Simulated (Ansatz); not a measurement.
InSb3 in Ansatz: the effect of target pressure

InSb3:

```
Sb In
1.0
     4.80637    0.00000    0.00000
     0.00000    4.80637    0.00000
     0.00000    0.00000    4.80637
Sb In
3 1
Cartesian
  2.4032 2.4032 0.0000
  0.0000 2.4032 2.4032
  2.4032 0.0000 2.4032
  0.0000 0.0000 0.0000
```

The cell comes from a database or a generator and needn't be the stable form of this composition.

Alike in all runs:

| Quantity | Value |
| --- | --- |
| Program | Ansatz 0.2.0 |
| Task | relaxation of cell and atoms |
| Functional | r2SCAN |
| Potentials or basis | Ansatz PAW |
| Cutoff | 500 eV (not typed: the program's choice for these potentials) |
| k mesh | 6 × 6 × 6 |
| Occupations | fermi-dirac, width 0.05 eV |
| Spin | no spin polarisation |

Each run relaxes the cell or the atoms first.

```tsv
target pressure	relaxed volume (Å³/atom)
0 GPa	27.46
2 GPa	26.54
5 GPa	?
10 GPa	23.96
20 GPa	21.94
30 GPa	20.56
```

What does the run with target pressure 5 GPa give?

Relaxed volume 25.41 Å³/atom.

Worked out: In Murnaghan's law V^(-B') rises as a straight line in P. The other rows fit best with B' = 4.0, V0 = 27.46 Å³/atom and B0 = 55 GPa, which gives 25.41 Å³/atom at 5 GPa, against the run's 25.41.

Caveats: the plane-wave basis is chosen anew once the cell has moved, so the energies of steps on either side of that aren't comparable; the PAW data sets come from PBE, with cores solved anew for the run's functional, which leaves a small shift of forces and pressure; the volume moved by over 15 % at a fixed basis, so the end points are rough (some runs).
